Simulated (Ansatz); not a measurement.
**CuO+ (triplet): wave-function methods side by side, def2-QZVPP**

One table from this session's results is given with a row withheld; the runs are named, their logs left out.

The runs use Ansatz 0.2.0, Gaussian basis; def2-QZVPP, core rule «outside noble gas», up to 10 orbitals frozen.

The runs, in order: UHF; ROHF; CCSD(T) on UHF.

2 further runs of the same task are left out: 2 set aside as unsound or not needed. Runs told in other sessions of the task aren't counted.

### What is computed

The geometry is a PBE0/def2-TZVP stationary point (not a proven minimum) of the parent state, kept for this charge and spin.

2 atoms, charge 1, spin multiplicity 3.

Atoms are counted from 1 here; the program's logs count them from 0.

Bond lengths: Cu1–O2 1.727 Å.

Set-up of the first run:

Input file in.yaml:

```yaml
crystal:
  periodic: [false, false, false]
  atoms:
    - {symbol: Cu, position_ang: [0.000000, 0.000000, 0.000000]}
    - {symbol: O, position_ang: [0.000000, 0.000000, 1.727400]}
basis:
  gaussian: {orbitals: "def2-QZVPP.json"}
total_charge: 1
magnetization: {spin_polarized: true, initial_magnetization: 2}
hamiltonian: {xc: hf}
output: {orbitals: {seedname: orbitals}}
```

Run with:

```console
$ ansatz run in.yaml --threads 1 --pin off --events-out ev --progress --plain --max-ram 4096MiB --backend cpu
```

Steps of the session up to this table: UHF; ROHF; CCSD(T) on UHF.

One table of the session follows, with a row left open; its other results are not shown here.

```
  method  from UCCSD(T) (meV)
    ROHF                    ?
     UHF             +17674.1
    UMP2               -501.9
   UCCSD               +770.4
UCCSD(T)                    0
```

Q: Estimate the row for ROHF from the others.

The run gave: from UCCSD(T) (meV): +17904.8. In the column «from UCCSD(T) (meV)» it is the highest.
